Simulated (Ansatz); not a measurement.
# C2H8OSn: one species, many methods

One table from this session's results is given with a row withheld; the runs are named, their logs left out.

Program: Ansatz 0.2.0, Gaussian basis. Level of theory: functionals in def2-TZVPP, the program's frozen cores in correlated methods. These are calculated values, not measurements.

The runs, in order: LDA (SPW92), PBE-D4, revPBE-D4, BLYP-D4, r2SCAN-D4, B97M-V, PBE0-D4, B3LYP-D4, r2SCANh-D4, r2SCAN0-D4, HSE06-D4, BHLYP-D4, CAM-B3LYP-D4, LC-ωPBE, ωB97X-V, ωB97M-V, B2PLYP, PBE-QIDH; CCSD(T)/def2-SVP; CCSD(T)/def2-TZVPP; MP2/def2-QZVPP; extrapolation to the limit; RPA on PBE.

### The geometry

An earlier PBE0-D4 in a triple-zeta def2 set relaxation fixed the geometry. Sn takes the def2 core potential; no spin-orbit term is included.

SMILES `[CH3][SnH]([CH3])[OH]`, 12 atoms, charge 0, spin multiplicity 1.

Atoms are counted from 1 here; the program's logs count them from 0.

Bond lengths: C1–Sn2 2.128 Å, C1–H5 1.090 Å, C1–H6 1.091 Å, C1–H7 1.090 Å, Sn2–C3 2.137 Å, Sn2–O4 1.979 Å, Sn2–H8 1.719 Å, C3–H9 1.091 Å, C3–H10 1.090 Å, C3–H11 1.090 Å, O4–H12 0.959 Å. Angles: Sn2–C1–H5 109.7°, Sn2–C1–H6 110.8°, Sn2–C1–H7 109.2°, H5–C1–H6 109.2°, H5–C1–H7 109.0°, H6–C1–H7 109.1°, C1–Sn2–C3 113.4°, C1–Sn2–O4 102.6°, C1–Sn2–H8 113.5°, C3–Sn2–O4 107.5°, C3–Sn2–H8 111.6°, O4–Sn2–H8 107.5°, Sn2–C3–H9 110.5°, Sn2–C3–H10 110.1°, Sn2–C3–H11 109.3°, H9–C3–H10 108.8°, H9–C3–H11 109.1°, H10–C3–H11 109.0° and more.

As a file:

```xyz
12
charge 0, multiplicity 1
C    -0.7373    1.1616   -1.3302
Sn   -0.4739   -0.1666    0.3107
C     1.5174   -0.1738    1.0865
O    -0.7989   -1.9381   -0.5096
H    -1.7596    1.0885   -1.7005
H    -0.5377    2.1912   -1.0310
H    -0.0500    0.8834   -2.1297
H    -1.6378    0.0466    1.5582
H     1.7758    0.8084    1.4852
H     1.6070   -0.9119    1.8838
H     2.2145   -0.4284    0.2878
H    -1.0425   -2.6163    0.1229
```

Set-up of the first run:

Contents of in.yaml:

```yaml
crystal:
  periodic: [false, false, false]
  atoms:
    - {symbol: C, position_ang: [-0.737274, 1.161640, -1.330250]}
    - {symbol: Sn, position_ang: [-0.473899, -0.166589, 0.310733]}
    - {symbol: C, position_ang: [1.517356, -0.173758, 1.086467]}
    - {symbol: O, position_ang: [-0.798933, -1.938099, -0.509576]}
    - {symbol: H, position_ang: [-1.759612, 1.088486, -1.700521]}
    - {symbol: H, position_ang: [-0.537727, 2.191227, -1.030951]}
    - {symbol: H, position_ang: [-0.050050, 0.883420, -2.129727]}
    - {symbol: H, position_ang: [-1.637802, 0.046649, 1.558193]}
    - {symbol: H, position_ang: [1.775755, 0.808435, 1.485241]}
    - {symbol: H, position_ang: [1.607029, -0.911899, 1.883811]}
    - {symbol: H, position_ang: [2.214528, -0.428400, 0.287764]}
    - {symbol: H, position_ang: [-1.042470, -2.616313, 0.122915]}
basis:
  gaussian: {orbitals: def2-TZVPP}
hamiltonian: {xc: lda}
output: {orbitals: {seedname: orbitals}}
```

Among the steps run: LDA; PBE-D4 (GGA); revPBE-D4 (GGA); BLYP-D4 (GGA); r2SCAN-D4 (meta-GGA); B97M-V (meta-GGA); PBE0-D4 (hybrid); B3LYP-D4 (hybrid); r2SCANh-D4 (hybrid); r2SCAN0-D4 (hybrid); HSE06-D4 (hybrid); BHLYP-D4 (hybrid); CAM-B3LYP-D4 (range-separated); LC-ωPBE-D4 (range-separated; the results give it without D4); ωB97X-V (range-separated); ωB97M-V (range-separated); B2PLYP (double hybrid); PBE-QIDH (double hybrid).

One of the session's tables, all rows but one given; the rest of the session is left out.

It belongs to the step «Orbital energies across the functionals». 

| functional | HOMO (eV) | gap (eV) |
| --- | --- | --- |
| LDA (SPW92) | -6.33 | 5.46 |
| PBE-D4 | -6.17 | 5.52 |
| revPBE-D4 | -6.11 | 5.55 |
| BLYP-D4 | -6.07 | 5.44 |
| r2SCAN-D4 | -6.50 | 6.29 |
| B97M-V | -6.61 | 6.13 |
| PBE0-D4 | -7.65 | 7.80 |
| B3LYP-D4 | -7.41 | 7.28 |
| r2SCANh-D4 | -7.05 | 7.12 |
| r2SCAN0-D4 | -7.86 | 8.30 |
| HSE06-D4 | -7.24 | 7.04 |
| BHLYP-D4 | -8.92 | 9.72 |
| CAM-B3LYP-D4 | -9.03 | 9.97 |
| LC-ωPBE | -10.37 | 12.46 |
| ωB97X-V | -10.02 | 11.94 |
| ωB97M-V | ? | ? |

**Question.** Estimate the row for ωB97M-V.

The run gave: HOMO (eV): -9.92; gap (eV): 11.42. In the column «HOMO (eV)» it lies between ωB97X-V (-10.02) and CAM-B3LYP-D4 (-9.03).
